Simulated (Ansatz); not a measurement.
Crystal: NaLaMnMoO6.

```
Na La Mn Mo O
1.0
    -2.72294    2.72294    3.89889
     2.72294   -2.72294    3.89889
     2.72294    2.72294   -3.89889
Na La Mn Mo O
1 1 1 1 6
Direct
  0.25000 0.75000 0.50000
  0.75000 0.25000 0.50000
  0.50000 0.50000 0.00000
  0.00000 0.00000 0.00000
  0.20766 0.29607 0.50371
  0.29605 0.79234 0.08841
  0.79236 0.70395 0.49629
  0.70393 0.20764 0.91159
  0.25194 0.25194 0.00000
  0.74806 0.74806 0.00000
```

The cell was built by a generator and needn't be a form met in nature.

Program: Ansatz 0.2.0. Alike in all runs: potentials or basis Ansatz PAW; spin collinear, ferromagnetic start; cell as given; k mesh 7 × 7 × 7; cutoff (eV) 420; smearing fermi-dirac 0.05 eV. Hardware: 8 threads of Arm Neoverse V1 (shared host).

**Question.** Order these runs on this cell by their wall time, lowest first.
A. task atomic charges; level PBE
B. task projected density of states; level PBE+U; U La f U = 2 eV, Mn d U = 2 eV, Mo d U = 2 eV; hubbard projectors ortho-atomic (the default); double counting fll (the default)
C. task projected density of states; level PBE

**Answer.** A (34 s), C (80 s), B (660 s).

Caveats: a cell with one magnetic atom can't hold antiferromagnetic order, which such compounds often take; the starting moments weren't kept; semilocal functionals often make such compounds metallic where correlation or magnetic order opens a gap, which also shifts bond lengths (some runs); the magnetic or orbital state may not be the lowest (some runs).
